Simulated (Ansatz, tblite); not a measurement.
**[(RSn)12O14(OH)6]2+, R = H (Sn₁₂H₁₈O₂₀ (+2)): one state, many levels**

The task here is to estimate one member of a computed series from the others.

The runs use Ansatz 0.2.0, Gaussian basis; as each input shows.

The runs, in order: GFN1-xTB, GFN2-xTB, PBE-D4/def2-SVP, r2SCAN-D4/def2-SVP, B3LYP-D4/def2-SVP, B2PLYP/def2-SVP, r2SCAN-D4/def2-mTZVP, MP2/def2-SVP, RPA/def2-SVP.

4 further runs of the same task are left out: 1 for a known fault of the program, 1 that didn't finish, 2 set aside as unsound or not needed.

## The relaxed structure

The singlet was relaxed beforehand with r2SCAN-D4/def2-SVP.

50 atoms, charge 2, spin multiplicity 1.

Bond lengths: Sn1–O13 2.107 Å, Sn1–O14 2.126 Å, Sn1–O15 2.126 Å, Sn1–O27 2.137 Å, Sn1–O28 2.137 Å, Sn1–H39 1.700 Å, Sn2–O13 2.107 Å, Sn2–O16 2.126 Å, Sn2–O17 2.126 Å, Sn2–O27 2.137 Å, Sn2–O29 2.137 Å, Sn2–H40 1.700 Å, Sn3–O13 2.107 Å, Sn3–O18 2.126 Å, Sn3–O19 2.126 Å, Sn3–O28 2.137 Å, Sn3–O29 2.137 Å, Sn3–H41 1.700 Å and more. Angles: O13–Sn1–O14 88.7°, O13–Sn1–O15 88.7°, O13–Sn1–O27 74.1°, O13–Sn1–O28 74.1°, O13–Sn1–H39 168.0°, O14–Sn1–O15 75.8°, O14–Sn1–O27 158.3°, O14–Sn1–O28 90.4°, O14–Sn1–H39 100.8°, O15–Sn1–O27 90.4°, O15–Sn1–O28 158.3°, O15–Sn1–H39 100.8°, O27–Sn1–O28 97.2°, O27–Sn1–H39 98.2°, O28–Sn1–H39 98.2°, O13–Sn2–O16 88.7°, O13–Sn2–O17 88.7°, O13–Sn2–O27 74.1° and more.

Sn takes a core potential in the def2 sets. No spin-orbit coupling is included. The ion is computed in the gas phase, without counter-ions or solvent.

PBE0-D4/def2-SVP was run before; its log isn't repeated, and its numbers join the tables.

The first run:

Tight binding, by tblite at 300 K electronic temperature and without a spin-polarisation term:

```python
tblite.interface.Calculator('GFN1-xTB', numbers, positions, charge=2, uhf=0).singlepoint()
```

Tight binding, by tblite at 300 K electronic temperature and without a spin-polarisation term:

```python
tblite.interface.Calculator('GFN2-xTB', numbers, positions, charge=2, uhf=0).singlepoint()
```

start.molden holds the orbitals of an earlier run on this state, given as this run's starting guess.

File in.yaml:

```yaml
crystal:
  periodic: [false, false, false]
  atoms:
    - {symbol: Sn, position_ang: [0.178868, 1.867830, 2.915060]}
    - {symbol: Sn, position_ang: [1.869203, 2.913950, 0.179293]}
    - {symbol: Sn, position_ang: [2.914382, 0.177418, 1.868894]}
    - {symbol: Sn, position_ang: [0.231574, 1.962746, -2.565931]}
    - {symbol: Sn, position_ang: [1.961941, -2.566884, 0.230588]}
    - {symbol: Sn, position_ang: [-2.566483, 0.231375, 1.962359]}
    - {symbol: Sn, position_ang: [-0.231577, -1.962770, 2.566016]}
    - {symbol: Sn, position_ang: [-1.961981, 2.566900, -0.230549]}
    - {symbol: Sn, position_ang: [2.566499, -0.231397, -1.962346]}
    - {symbol: Sn, position_ang: [-0.178893, -1.867855, -2.914934]}
    - {symbol: Sn, position_ang: [-1.869203, -2.913992, -0.179206]}
    - {symbol: Sn, position_ang: [-2.914392, -0.177469, -1.868823]}
    - {symbol: O, position_ang: [1.196387, 1.195597, 1.196620]}
    - {symbol: O, position_ang: [-0.768199, -0.031899, 3.037296]}
    - {symbol: O, position_ang: [-1.575273, 2.081402, 1.732329]}
    - {symbol: O, position_ang: [-0.030844, 3.037101, -0.767290]}
    - {symbol: O, position_ang: [2.081849, 1.731723, -1.575254]}
    - {symbol: O, position_ang: [1.731671, -1.576686, 2.081299]}
    - {symbol: O, position_ang: [3.036960, -0.768651, -0.031485]}
    - {symbol: O, position_ang: [-1.731707, 1.576659, -2.081286]}
    - {symbol: O, position_ang: [0.768157, 0.031871, -3.037276]}
    - {symbol: O, position_ang: [0.030820, -3.037094, 0.767353]}
    - {symbol: O, position_ang: [1.575280, -2.081352, -1.732288]}
    - {symbol: O, position_ang: [-2.081833, -1.731725, 1.575287]}
    - {symbol: O, position_ang: [-3.036906, 0.768672, 0.031508]}
    - {symbol: O, position_ang: [-1.196406, -1.195621, -1.196564]}
    - {symbol: O, position_ang: [1.019975, 3.612165, 2.011624]}
    - {symbol: O, position_ang: [2.010664, 1.017630, 3.613420]}
    - {symbol: O, position_ang: [3.613162, 2.009815, 1.020168]}
    - {symbol: O, position_ang: [-1.019684, -3.612195, -2.011310]}
    - {symbol: O, position_ang: [-2.010801, -1.017910, -3.613306]}
    - {symbol: O, position_ang: [-3.613171, -2.009672, -1.019745]}
    - {symbol: H, position_ang: [0.988019, 4.523120, 2.340186]}
    - {symbol: H, position_ang: [2.338609, 0.984442, 4.524552]}
    - {symbol: H, position_ang: [4.524669, 2.336524, 0.985395]}
    - {symbol: H, position_ang: [-0.986971, -4.523248, -2.339492]}
    - {symbol: H, position_ang: [-2.337861, -0.983070, -4.524688]}
    - {symbol: H, position_ang: [-4.524631, -2.336547, -0.985444]}
    - {symbol: H, position_ang: [-0.333545, 2.573665, 4.374661]}
    - {symbol: H, position_ang: [2.575166, 4.373630, -0.332692]}
    - {symbol: H, position_ang: [4.374077, -0.335012, 2.574529]}
    - {symbol: H, position_ang: [0.344797, 2.979997, -3.913587]}
    - {symbol: H, position_ang: [2.978541, -3.915076, 0.343246]}
    - {symbol: H, position_ang: [-3.914476, 0.344344, 2.979201]}
    - {symbol: H, position_ang: [-0.344929, -2.980162, 3.913534]}
    - {symbol: H, position_ang: [-2.978679, 3.914978, -0.343378]}
    - {symbol: H, position_ang: [3.914376, -0.344331, -2.979323]}
    - {symbol: H, position_ang: [0.332511, -2.573555, -4.374926]}
    - {symbol: H, position_ang: [-2.575741, -4.373738, 0.331761]}
    - {symbol: H, position_ang: [-4.373991, 0.334335, -2.575044]}
basis:
  gaussian: {orbitals: def2-SVP, fitting: {mean_field: def2-universal-jkfit}, initial_orbitals: start.molden}
total_charge: 2
hamiltonian: {xc: pbe, dispersion: d4}
scf: {omitted_lower_state_checks: [starts]}
output: {forces: true, orbitals: {seedname: orbitals}}
```

Command:

```console
$ ansatz run in.yaml --threads 4 --pin off --events-out ev --progress --plain --max-ram 46080MiB --backend cuda --devices 0, --max-vram 37GiB
```

Among the steps run: PBE-D4/def2-SVP; r2SCAN-D4/def2-SVP; B3LYP-D4/def2-SVP; B2PLYP/def2-SVP; r2SCAN-D4/def2-mTZVP; MP2/def2-SVP; RPA/def2-SVP.

One table of the session follows, with a row left open; its other results are not shown here.

```
               level  HOMO (eV)  LUMO (eV)  gap (eV)
     PBE-D4/def2-SVP     -12.16      -8.12      4.04
  r2SCAN-D4/def2-SVP     -12.51      -7.95      4.56
r2SCAN-D4/def2-mTZVP     -12.57      -8.07      4.49
   B3LYP-D4/def2-SVP     -13.27      -7.53      5.73
    PBE0-D4/def2-SVP          ?          ?         ?
```

Q: Estimate the row for PBE0-D4/def2-SVP from the others.

**Answer.** HOMO (eV): -13.52; LUMO (eV): -7.28; gap (eV): 6.23. In the column «HOMO (eV)» it is the lowest.
